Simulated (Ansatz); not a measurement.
Crystal: LuPd.

```
Lu Pd
1.0
     3.41500    0.00000    0.00000
     0.00000    3.41500    0.00000
     0.00000    0.00000    3.41500
Lu Pd
1 1
Direct
  0.00000 0.00000 0.00000
  0.50000 0.50000 0.50000
```

- Program: Ansatz 0.2.0
- Task: relaxation of cell and atoms
- Functional: PBE
- Potentials or basis: Ansatz PAW
- Cutoff: 420 eV (not typed: the program's choice for these potentials)
- k mesh: 8 × 8 × 8
- Occupations: fermi-dirac, width 0.05 eV
- Spin: no spin polarisation

At the start: volume 19.91 Å³/atom.

Problem. Where does the relaxation end?

Solution. It ends after 4 steps and the volume is 20.51 Å³/atom (+3.0 %); space group Pm-3m (No. 221, to 0.05 Å).

The path:
```
step  energy change (eV)  largest force (eV/Å)  volume (Å³)
   1              0.0000                0.0000        39.83
   2             -0.0107                0.0000        41.10
   3             -0.0108                0.0000        41.02
   4             -0.0112                0.0000        41.02
```

Final structure:
```cif
data_structure
_symmetry_space_group_name_H-M 'P 1'
_symmetry_Int_Tables_number 1
_cell_length_a 3.4488
_cell_length_b 3.4488
_cell_length_c 3.4488
_cell_angle_alpha 90.000
_cell_angle_beta 90.000
_cell_angle_gamma 90.000
_cell_volume 41.02
loop_
_atom_site_label
_atom_site_type_symbol
_atom_site_fract_x
_atom_site_fract_y
_atom_site_fract_z
_atom_site_occupancy
Lu1 Lu 0.00000 0.00000 0.00000 1
Pd1 Pd 0.50000 0.50000 0.50000 1
```

Caveat: the plane-wave basis is chosen anew once the cell has moved, so the energies of steps on either side of that aren't comparable.
